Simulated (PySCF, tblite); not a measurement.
**C₇H₇O₂ radical: geometry, infrared bands and EPR parameters**

Wanted: the infrared bands and EPR parameters of C₇H₇O₂ radical (`COc1cccc([O])c1`), by calculation.

Programs: tblite 0.8.0 and PySCF 2.14.0, with density-fitted response routines of our own. Each step states its level of theory. These are calculated values for one molecule in the gas phase, unless marked as measured. Atoms count from 0, in the outputs and in this text.

**1. The starting structure**

16 atoms, charge 0, multiplicity 2; geometry from: force field or distance geometry start.

Bonds of the start (Å): C0–O1 1.42, O1–C2 1.36, C2–C3 1.39, C3–C4 1.39, C4–C5 1.40, C5–C6 1.41, C6–O7 1.27, C6–C8 1.42, C8–C2 1.41, C0–H9 1.09, C0–H10 1.10, C0–H11 1.08, C3–H12 1.09, C4–H13 1.08, C5–H14 1.09, C8–H15 1.09.

**2. Relaxing the molecule with GFN2-xTB**

Job settings and geometry (Å):

```
{"job": {"kind": "relax", "xc": "GFN2-xTB", "basis": "xTB"}, "charge": 0, "multiplicity": 2}
C      2.625300     0.455600     0.596200
O      1.761100    -0.667400     0.450900
C      0.441100    -0.400600     0.297400
C     -0.383900    -1.509400     0.154000
C     -1.753300    -1.356900    -0.003800
C     -2.307600    -0.068700    -0.055400
C     -1.531500     1.105000     0.070500
O     -2.036300     2.274700     0.039400
C     -0.143500     0.878000     0.249600
H      2.593900     1.080200    -0.299100
H      2.362500     1.038000     1.489000
H      3.636300     0.087600     0.723000
H      0.043300    -2.509100     0.205500
H     -2.396200    -2.218300    -0.117900
H     -3.381300     0.046400    -0.187700
H      0.462400     1.773900     0.360900
```

Run with:

```
OMP_NUM_THREADS=1 python probes_run.py task.json out
```

The driver reads the jobs from task.json and runs them one after another.

**Question.** This job is followed by: GFN2-xTB harmonic vibrations, gas phase; UKS B3LYP, pcH-1 on C H O, non-relativistic, mean-field spin-orbit, GIAO. What will the session give for the following? strongest single infrared mode (GFN2-xTB); zero-point energy (GFN2-xTB); g(iso) (B3LYP); ⟨S²⟩; largest a(iso) (averaged by class); potential on the surface of density 0.002 e/bohr³, 1st and 99th percentile.

The runs gave:

| quantity | value |
| --- | --- |
| strongest single infrared mode (GFN2-xTB) | 1538 cm⁻¹, 238 km/mol |
| zero-point energy (GFN2-xTB) | 75.2 kcal/mol |
| g(iso) (B3LYP) | 2.00559 |
| ⟨S²⟩ | 0.784 (exact 0.75) |
| largest a(iso) (averaged by class) | 13C on C3, 38.4 MHz |
| potential on the surface of density 0.002 e/bohr³, 1st and 99th percentile | -1.84 V and 1.16 V |

**Reading.** Over 24 steps the energy fell by 0.175 eV; of the close pairs, C5–C6 changed most, 1.413 to 1.454 Å. All 42 modes are real, so the xTB geometry is a minimum. The strongest single mode, at 1538 cm⁻¹, is spread over many atoms; the largest shares are those of C6, O7. GFN2-xTB is a fitted tight-binding method: band positions and strengths are rough. Its intensities can rank the bands wrongly. The largest spin populations lie on C3 (0.46 e), C5 (0.39 e), O7 (0.38 e). The isotropic g lies 3.3 ppt above the free-electron value.
